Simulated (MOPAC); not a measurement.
**CH4N2Si (SMILES N#C[SiH2]N) at 3 levels**

Wanted: a comparison of 3 runs (PM3, PM6, PM7) of CH4N2Si. 

The results are computed with MOPAC 23.2.5.

4 further runs of the same task are left out: 1 that didn't finish, 3 set aside as unsound or not needed.

**1. Starting point**

The species is CH4N2Si (8 atoms), meant as a singlet with charge 0. SMILES: `N#C[SiH2]N`. The shape is that of a GFN2-xTB optimisation. This is one conformer, not always the lowest.

Bond lengths: N1–C2 1.145 Å, C2–Si3 1.869 Å, Si3–N4 1.716 Å, Si3–H5 1.471 Å, Si3–H6 1.460 Å, N4–H7 1.006 Å, N4–H8 1.008 Å. Angles: N1–C2–Si3 179.0°, C2–Si3–N4 103.3°, C2–Si3–H5 105.8°, C2–Si3–H6 109.4°, N4–Si3–H5 117.6°, N4–Si3–H6 107.6°, Si3–N4–H7 120.1°, Si3–N4–H8 120.3°, H5–Si3–H6 112.6°, H7–N4–H8 110.3°.

**2. Energy and gradient at PM3 (run 1)**

File job.mop:

```
DISP BONDS GRADIENTS 1SCF PM3 AUX(PRECISION=6) T=10M THREADS=1
CH4N2Si gradient

N      1.673880 +1    -0.894910 +1     2.038860 +1
C      1.098810 +1    -0.333010 +1     1.223480 +1
Si     0.185790 +1     0.604160 +1    -0.110620 +1
N     -1.059980 +1    -0.481240 +1    -0.575490 +1
H      1.198110 +1     0.950600 +1    -1.119790 +1
H     -0.450780 +1     1.781530 +1     0.472920 +1
H     -1.794110 +1    -0.173190 +1    -1.191120 +1
H     -0.851720 +1    -1.453950 +1    -0.738240 +1
```

On the command line:

```
$ mopac job.mop
```

job.out:

```text
MOPAC v23.2.5
PM3 CALCULATION RESULTS
[...]
           Empirical Formula: C H4 N2 Si  =     8 atoms
      MOLECULAR POINT GROUP   :   C1
[...]
     SCF FIELD WAS ACHIEVED
[...]
                              SUM =         11.77683 KCAL/MOL = FINAL HEAT OF FORMATION
          TOTAL ENERGY            =       -576.97672 EV
          ELECTRONIC ENERGY       =      -1642.08983 EV
          CORE-CORE REPULSION     =       1065.11311 EV
          COSMO AREA              =        113.68 SQUARE ANGSTROMS
          COSMO VOLUME            =        100.37 CUBIC ANGSTROMS
          GRADIENT NORM           =        120.29632          =       42.53117 PER ATOM
          IONIZATION POTENTIAL    =          9.143014 EV
          HOMO LUMO ENERGIES (EV) =         -9.143  0.147
          NO. OF FILLED LEVELS    =         11
          MOLECULAR WEIGHT        =         72.1415         POINT GROUP:  C1
[...]
                             CARTESIAN COORDINATES
   1    N        1.673880000    -0.894910000     2.038860000
   2    C        1.098810000    -0.333010000     1.223480000
   3   Si        0.185790000     0.604160000    -0.110620000
   4    N       -1.059980000    -0.481240000    -0.575490000
   5    H        1.198110000     0.950600000    -1.119790000
   6    H       -0.450780000     1.781530000     0.472920000
   7    H       -1.794110000    -0.173190000    -1.191120000
   8    H       -0.851720000    -1.453950000    -0.738240000
           Empirical Formula: C H4 N2 Si  =     8 atoms
      MOLECULAR POINT GROUP   :   C1
[...]
              NET ATOMIC CHARGES AND DIPOLE CONTRIBUTIONS
  ATOM NO.   TYPE          CHARGE      No. of ELECS.   s-Pop       p-Pop
    1          N          -0.107447        5.1074     1.74435     3.36310
    2          C          -0.305295        4.3053     1.38298     2.92231
    3         Si           0.739232        3.2608     0.91812     2.34265
    4          N          -0.186180        5.1862     1.37180     3.81438
    5          H          -0.131910        1.1319     1.13191
    6          H          -0.098857        1.0989     1.09886
    7          H           0.044635        0.9554     0.95536
    8          H           0.045823        0.9542     0.95418
 DIPOLE           X         Y         Z       TOTAL
 POINT-CHG.    -1.985     1.720    -2.657     3.736
 HYBRID         0.165    -0.244    -0.807     0.859
 SUM           -1.820     1.476    -3.465     4.183
[...]
 * JOB ENDED NORMALLY *
[...]
```

Wall time 0.04 s (1 thread of Arm Neoverse N1, shared host).

**3. Energy and forces at PM6 (run 2)**

File calc.mop:

```
PM6 1SCF BONDS GRADIENTS DISP AUX(PRECISION=6) THREADS=1
CH4N2Si, PM6

N      1.673880 1    -0.894910 1     2.038860 1
C      1.098810 1    -0.333010 1     1.223480 1
Si     0.185790 1     0.604160 1    -0.110620 1
N     -1.059980 1    -0.481240 1    -0.575490 1
H      1.198110 1     0.950600 1    -1.119790 1
H     -0.450780 1     1.781530 1     0.472920 1
H     -1.794110 1    -0.173190 1    -1.191120 1
H     -0.851720 1    -1.453950 1    -0.738240 1
```

On the command line:

```
$ mopac calc.mop
```

calc.out:

```text
MOPAC v23.2.5
PM6 CALCULATION RESULTS
[...]
           Empirical Formula: C H4 N2 Si  =     8 atoms
      MOLECULAR POINT GROUP   :   C1
[...]
     SCF FIELD WAS ACHIEVED
[...]
                              SUM =          9.87108 KCAL/MOL = FINAL HEAT OF FORMATION
          TOTAL ENERGY            =       -609.04096 EV
          ELECTRONIC ENERGY       =      -1702.26504 EV
          CORE-CORE REPULSION     =       1093.22408 EV
          COSMO AREA              =        113.68 SQUARE ANGSTROMS
          COSMO VOLUME            =        100.37 CUBIC ANGSTROMS
          GRADIENT NORM           =         70.41996          =       24.89722 PER ATOM
          IONIZATION POTENTIAL    =         10.500862 EV
          HOMO LUMO ENERGIES (EV) =        -10.501 -0.419
          NO. OF FILLED LEVELS    =         11
          MOLECULAR WEIGHT        =         72.1415         POINT GROUP:  C1
[...]
                             CARTESIAN COORDINATES
   1    N        1.673880000    -0.894910000     2.038860000
   2    C        1.098810000    -0.333010000     1.223480000
   3   Si        0.185790000     0.604160000    -0.110620000
   4    N       -1.059980000    -0.481240000    -0.575490000
   5    H        1.198110000     0.950600000    -1.119790000
   6    H       -0.450780000     1.781530000     0.472920000
   7    H       -1.794110000    -0.173190000    -1.191120000
   8    H       -0.851720000    -1.453950000    -0.738240000
           Empirical Formula: C H4 N2 Si  =     8 atoms
      MOLECULAR POINT GROUP   :   C1
[...]
              NET ATOMIC CHARGES AND DIPOLE CONTRIBUTIONS
  ATOM NO.   TYPE          CHARGE      No. of ELECS.   s-Pop       p-Pop       d-Pop
    1          N          -0.187834        5.1878     1.79316     3.39467
    2          C          -0.146003        4.1460     1.23489     2.91112
    3         Si           0.442893        3.5571     1.12111     1.58821     0.84778
    4          N          -0.610673        5.6107     1.49753     4.11315
    5          H           0.001013        0.9990     0.99899
    6          H           0.008533        0.9915     0.99147
    7          H           0.245197        0.7548     0.75480
    8          H           0.246874        0.7531     0.75313
 DIPOLE           X         Y         Z       TOTAL
 POINT-CHG.    -1.912     1.887    -3.509     4.419
 HYBRID        -0.335    -0.999    -0.432     1.139
 SUM           -2.247     0.888    -3.941     4.622
[...]
 * JOB ENDED NORMALLY *
[...]
```

Wall time 0.04 s (1 thread of Arm Neoverse N1, shared host).

**4. Energy and forces at PM7 (run 3)**

File job.mop:

```
PM7 1SCF DISP GRADIENTS BONDS AUX(PRECISION=9) THREADS=1
CH4N2Si, PM7

N 1.673880 1 -0.894910 1 2.038860 1
C 1.098810 1 -0.333010 1 1.223480 1
Si 0.185790 1 0.604160 1 -0.110620 1
N -1.059980 1 -0.481240 1 -0.575490 1
H 1.198110 1 0.950600 1 -1.119790 1
H -0.450780 1 1.781530 1 0.472920 1
H -1.794110 1 -0.173190 1 -1.191120 1
H -0.851720 1 -1.453950 1 -0.738240 1
```

On the command line:

```
$ mopac job.mop
```

job.out:

```text
MOPAC v23.2.5
PM7 CALCULATION RESULTS
[...]
           Empirical Formula: C H4 N2 Si  =     8 atoms
      MOLECULAR POINT GROUP   :   C1
[...]
     SCF FIELD WAS ACHIEVED
[...]
                              SUM =          5.91126 KCAL/MOL = FINAL HEAT OF FORMATION
          TOTAL ENERGY            =       -650.99667 EV
          ELECTRONIC ENERGY       =      -1788.95620 EV
          CORE-CORE REPULSION     =       1137.95953 EV
          COSMO AREA              =        113.68 SQUARE ANGSTROMS
          COSMO VOLUME            =        100.37 CUBIC ANGSTROMS
          GRADIENT NORM           =        100.43003          =       35.50738 PER ATOM
          IONIZATION POTENTIAL    =         10.410545 EV
          HOMO LUMO ENERGIES (EV) =        -10.411  0.118
          NO. OF FILLED LEVELS    =         11
          MOLECULAR WEIGHT        =         72.1415         POINT GROUP:  C1
[...]
                             CARTESIAN COORDINATES
   1    N        1.673880000    -0.894910000     2.038860000
   2    C        1.098810000    -0.333010000     1.223480000
   3   Si        0.185790000     0.604160000    -0.110620000
   4    N       -1.059980000    -0.481240000    -0.575490000
   5    H        1.198110000     0.950600000    -1.119790000
   6    H       -0.450780000     1.781530000     0.472920000
   7    H       -1.794110000    -0.173190000    -1.191120000
   8    H       -0.851720000    -1.453950000    -0.738240000
           Empirical Formula: C H4 N2 Si  =     8 atoms
      MOLECULAR POINT GROUP   :   C1
[...]
              NET ATOMIC CHARGES AND DIPOLE CONTRIBUTIONS
  ATOM NO.   TYPE          CHARGE      No. of ELECS.   s-Pop       p-Pop       d-Pop
    1          N          -0.243144        5.2431     1.81963     3.42352
    2          C          -0.021553        4.0216     1.20115     2.82040
    3         Si           0.295619        3.7044     0.87636     2.62349     0.20453
    4          N          -0.754770        5.7548     1.55712     4.19765
    5          H           0.062563        0.9374     0.93744
    6          H           0.085222        0.9148     0.91478
    7          H           0.286549        0.7135     0.71345
    8          H           0.289513        0.7105     0.71049
 DIPOLE           X         Y         Z       TOTAL
 POINT-CHG.    -1.440     2.437    -3.387     4.414
 HYBRID        -0.382    -0.951    -0.528     1.153
 SUM           -1.823     1.486    -3.916     4.567
[...]
 * JOB ENDED NORMALLY *
[...]
```

It took 0.04 s on 1 thread of Arm Neoverse N1, shared host.

**5. Overview of the runs**

```
run  level  heat of formation (kcal/mol)  dipole moment (D)  HOMO energy (eV)  LUMO energy (eV)  wall time
  1    PM3                         11.78               4.18             -9.14              0.15     0.04 s
  2    PM6                          9.87               4.62            -10.50             -0.42     0.04 s
  3    PM7                          5.91               4.57            -10.41              0.12     0.04 s
```

**6. Summary of results**

```
                                        quantity         value
                             run 3: total energy  -23.92369 Eh
                            run 3: dipole moment        4.57 D
                              run 3: HOMO energy     -10.41 eV
                              run 3: LUMO energy       0.12 eV
                            run 3: HOMO–LUMO gap      10.53 eV
                        run 3: dispersion energy  -1.40 kJ/mol
run 3: heat of formation at this unrelaxed shape  5.9 kcal/mol
                 run 3: largest force on an atom    2.906 eV/Å
```

The dipole moment (its size) runs from 4.18 D (PM3) to 4.62 D (PM6). The HOMO–LUMO gap runs from 9.29 eV (PM3) to 10.53 eV (PM7). Force-field and semi-empirical energies have zeros of their own, so their totals don't compare. All runs together took 0.12 s, the longest 0.04 s.
